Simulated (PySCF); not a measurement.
# C4H7BSe: the cost of one run

Programs: PySCF 2.14.0, with routines of our own; each step states its level. All values are computed. Atoms count from 0.

## Step 1: The system as given

13 atoms, charge 0, multiplicity 1; geometry from: GFN2-xTB.

## Step 2: Magnetic properties: GIAO PBE/pcSseg-1

The job: settings as JSON, then the geometry in Å.

```
{"job": {"kind": "mag", "xc": "PBE", "basis": "pcSseg-1", "isotopologues": 2}, "charge": 0, "multiplicity": 1}
B      1.668378    -0.188380     0.649424
C      0.514907     0.012707    -0.405732
C     -0.319102     1.121724     0.199663
C     -1.630728     0.948789     0.281357
Se    -2.279839    -0.687234    -0.398405
C     -0.382515    -1.206146    -0.661177
H      1.632597    -1.076022     1.407316
H      2.527446     0.600873     0.708800
H      0.891835     0.397098    -1.361526
H      0.171155     2.026346     0.522739
H     -2.338920     1.662777     0.666319
H     -0.183967    -2.012885     0.045824
H     -0.275634    -1.599162    -1.672328
```

With the program's defaults for keys left out, this is: GIAO PBE/pcSseg-1 magnetisability, rotational g tensor and spin-rotation constants, non-relativistic, gas phase.

Command:

```bash
$ OMP_NUM_THREADS=1 python excited_run.py task.json out
```

The driver reads the jobs from task.json and runs them one after another.

Q: Estimate the wall time and peak memory of this first job on 1 thread of Intel Xeon Platinum 8488C, shared host.

About 49 s, with a peak of 0.66 GiB.
